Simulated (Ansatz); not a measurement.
# F3H3OSi2: one species, many methods

An exercise on one series of results from a longer session: the logs are not shown, and one member is left open.

The runs use Ansatz 0.2.0, Gaussian basis; functionals in def2-TZVPP, the program's frozen cores in correlated methods.

The runs, in order: LDA (SPW92), PBE-D4, revPBE-D4, BLYP-D4, r2SCAN-D4, B97M-V, PBE0-D4, B3LYP-D4, r2SCANh-D4, r2SCAN0-D4, HSE06-D4, BHLYP-D4, CAM-B3LYP-D4, LC-ωPBE, ωB97X-V, ωB97M-V, B2PLYP, PBE-QIDH; CCSD(T)/def2-SVP; CCSD(T)/def2-TZVPP; MP2/def2-QZVPP; extrapolation to the limit; RPA on PBE.

### The relaxed structure

An earlier PBE0-D4 in a triple-zeta def2 set relaxation fixed the geometry.

SMILES `F[SiH2]O[SiH](F)F`, 9 atoms, charge 0, spin multiplicity 1.

Atoms are counted from 1 here; the program's logs count them from 0.

Bond lengths: F1–Si2 1.590 Å, Si2–O3 1.626 Å, Si2–H7 1.475 Å, Si2–H8 1.476 Å, O3–Si4 1.605 Å, Si4–F5 1.581 Å, Si4–F6 1.579 Å, Si4–H9 1.463 Å. Angles: F1–Si2–O3 108.4°, F1–Si2–H7 108.1°, F1–Si2–H8 107.9°, O3–Si2–H7 108.4°, O3–Si2–H8 110.2°, H7–Si2–H8 113.8°, Si2–O3–Si4 155.1°, O3–Si4–F5 109.8°, O3–Si4–F6 108.8°, O3–Si4–H9 111.7°, F5–Si4–F6 107.2°, F5–Si4–H9 109.7°, F6–Si4–H9 109.5°.

The first run:

Input file in.yaml:

```yaml
crystal:
  periodic: [false, false, false]
  atoms:
    - {symbol: F, position_ang: [-0.304849, -2.387307, 0.791484]}
    - {symbol: Si, position_ang: [0.768914, -1.390995, 0.172066]}
    - {symbol: O, position_ang: [0.203320, 0.126972, 0.315275]}
    - {symbol: Si, position_ang: [-0.687911, 1.394166, -0.105756]}
    - {symbol: F, position_ang: [-1.497091, 1.065285, -1.423187]}
    - {symbol: F, position_ang: [0.272235, 2.602297, -0.437957]}
    - {symbol: H, position_ang: [2.007158, -1.501922, 0.965117]}
    - {symbol: H, position_ang: [0.940542, -1.738363, -1.252602]}
    - {symbol: H, position_ang: [-1.613919, 1.783367, 0.958462]}
basis:
  gaussian: {orbitals: def2-TZVPP}
hamiltonian: {xc: lda}
output: {orbitals: {seedname: orbitals}}
```

Steps of the session up to this table: LDA; PBE-D4 (GGA); revPBE-D4 (GGA); BLYP-D4 (GGA); r2SCAN-D4 (meta-GGA); B97M-V (meta-GGA); PBE0-D4 (hybrid); B3LYP-D4 (hybrid); r2SCANh-D4 (hybrid); r2SCAN0-D4 (hybrid); HSE06-D4 (hybrid); BHLYP-D4 (hybrid); CAM-B3LYP-D4 (range-separated); LC-ωPBE-D4 (range-separated; the results give it without D4); ωB97X-V (range-separated); ωB97M-V (range-separated); B2PLYP (double hybrid); PBE-QIDH (double hybrid).

One table of the session follows, with a row left open; its other results are not shown here.

It belongs to the step «Frontier levels by functional». 

```
  functional  HOMO (eV)  LUMO (eV)  gap (eV)
 LDA (SPW92)      -8.20      -0.83      7.37
      PBE-D4      -8.13      -0.54      7.59
   revPBE-D4      -8.09      -0.42      7.67
     BLYP-D4          ?          ?         ?
   r2SCAN-D4      -8.51      -0.07      8.44
      B97M-V      -8.59      -0.35      8.23
     PBE0-D4      -9.62       0.34      9.96
    B3LYP-D4      -9.42       0.09      9.51
  r2SCANh-D4      -9.06       0.22      9.27
  r2SCAN0-D4      -9.87       0.64     10.51
    HSE06-D4      -9.21      -0.03      9.18
    BHLYP-D4     -11.06       1.17     12.23
CAM-B3LYP-D4     -11.08       1.29     12.37
     LC-ωPBE     -12.42       2.54     14.97
     ωB97X-V     -12.09       2.38     14.47
     ωB97M-V     -11.90       2.03     13.93
```

**Question.** Estimate the row for BLYP-D4.

Worked estimate for «HOMO (eV)». Against the share of exact exchange, B3LYP-D4 (0.2, -9.42), BHLYP-D4 (0.5, -11.06) give a slope of -5.47 per unit share; at 0 the line stands at -8.33.

As computed: HOMO (eV): -8.07; LUMO (eV): -0.43; gap (eV): 7.64. In «HOMO (eV)» the line misses by -0.26.
